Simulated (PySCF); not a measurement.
# C7H4ClFO: the cost of one run

The runs use PySCF 2.14.0, with density-fitted response routines of our own; the level of theory stands in each step. All values are computed, except where a source is named. Atoms are numbered from 0 throughout.

## 1. The starting structure

14 atoms, charge 0, multiplicity 1; geometry from: GFN2-xTB. The atoms were then displaced at random by about 0.01 Å, so the start is not that level's minimum.

Bonds of the start (Å): O0–C1 1.18, C1–Cl2 1.76, C1–C3 1.43, C3–C4 1.41, C4–C5 1.38, C5–C6 1.39, C6–C7 1.38, C7–F8 1.36, C7–C9 1.36, C9–C3 1.42, C4–H10 1.08, C5–H11 1.07, C6–H12 1.12, C9–H13 1.07.

## 2. Geometry optimisation at PBE0-D3(BJ)/def2-SVP

What the job is given:

```
{"job": {"xc": "PBE0", "basis": "def2-SVP", "d3": "d3bj", "grid": 1, "shake": 0.01, "kind": "geom"}, "charge": 0, "multiplicity": 1}
O      2.934210     1.220070    -0.250800
C      2.309320     0.248070     0.007560
Cl     3.200710    -1.200070     0.454330
C      0.889660     0.084400     0.001860
C      0.089000     1.192960    -0.353940
C     -1.291290     1.126720    -0.373050
C     -1.916350    -0.067550    -0.052210
C     -1.139710    -1.158870     0.285900
F     -1.773780    -2.312540     0.619470
C      0.222030    -1.119380     0.336950
H      0.592300     2.115460    -0.580470
H     -1.866040     1.988410    -0.633610
H     -3.029180    -0.141290    -0.075840
H      0.771960    -1.991470     0.606090
```

Launch:

```sh
$ OMP_NUM_THREADS=1 python probes_run.py task.json out
```

One launch serves the whole session: the jobs run in the order shown.

**Question.** How long does this first job take on 1 thread of Arm Neoverse V2, shared host, and how much memory does it need?

About 2.2 min, with a peak of 0.66 GiB.
